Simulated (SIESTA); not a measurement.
GaGe:

```
CELL_PARAMETERS angstrom
0.00000 2.89784 2.89784
2.89784 0.00000 2.89784
2.89784 2.89784 0.00000
ATOMIC_POSITIONS crystal
Ge 0.00000 0.00000 0.00000
Ga 0.25000 0.25000 0.25000
```

The cell comes from a database or a generator and needn't be the stable form of this composition.

Base run:

* Program: SIESTA 5.4.2
* Functional: LDA
* Potentials or basis: PseudoDojo 0.4 standard (LDA files)
* Basis: DZP (energy shift 0.003 Ry; two zetas on semicore shells)
* Grid cutoff: 800 Ry
* Energy shift: 0.003 Ry
* k mesh: 8 × 8 × 8
* Occupations: fermi-dirac, width 0.05 eV
* Spin: no spin polarisation

Its results: band gap on the k mesh none (metal or under the smearing width); pressure -3.6 GPa.

The run is repeated on the same cell with these changes: functional from LDA to PBEsol; potentials or basis from PseudoDojo 0.4 standard (LDA files) to PseudoDojo 0.4 standard (PBEsol files). What comes out?

Band gap on the k mesh none (metal or under the smearing width); pressure -1.7 GPa.

Caveats: the basis of atomic orbitals isn't converged, which shifts pressures, moduli and gaps; the basis holds too few empty states to meet the f-sum rule, so the spectrum is short of weight at high energy (some runs).

Not every run made on this cell is shown here.
